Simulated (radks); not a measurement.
# Kr²⁹⁺ in [He] 2s2 2p3: an all-electron calculation

Wanted: eigenvalues, radial structure and energy terms of the krypton ion Kr29+.

Program: radks (a radial shooting solver on a logarithmic mesh, Libxc functionals) version 1. Level of theory: scalar-relativistic Kohn-Sham, PBE, spin-polarised, spherical densities, point nucleus; open shells are filled with parallel spins first. These are calculated values, not measurements, unless marked.

### Step 1. What is computed

| Item | Value |
| --- | --- |
| element | krypton (Z = 36) |
| charge | +29 |
| electrons | 7 |
| configuration | [He] 2s2 2p3 |

The outer shells:

Kr²⁹⁺
```
[He] core
2s [↑↓]
2p [↑ ][↑ ][↑ ]
```

### Step 2. Self-consistent calculation

Input:

```text
Z 36
configuration [He] 2s2 2p3
relativity scalar-relativistic
functional pbe,pbe
spin polarised
nucleus point
c 137.035999084
```

Started as:

```bash
$ python run_ks.py task.json out
```

This one command runs every case of the session in turn.

**Question.** What will this run give?

The runs gave:

```
                        quantity                      value
                    total energy        -1986.12905 hartree
exchange-correlation share of it                     2.25 %
                            −T/E                     1.0296
          highest occupied level          2p up, -3343.1 eV
    most extended occupied level  2s down, <r> = 0.175 bohr
 radius at density 0.001 e/bohr³                 0.598 bohr
    maxima of the radial density                          2
         ionisation energy, NIST        3380 (semi-emp.) eV
```

What this shows: 2 principal shells are occupied and 2 maxima appear in the radial density. −T/E is 1.030: with relativity the kinetic term as defined here no longer equals −E. The top level binds by 3343.1 eV, 99 % of the NIST ionisation energy of 3380 eV. Open shells are spherical and high-spin; term and fine-structure splittings are not resolved.
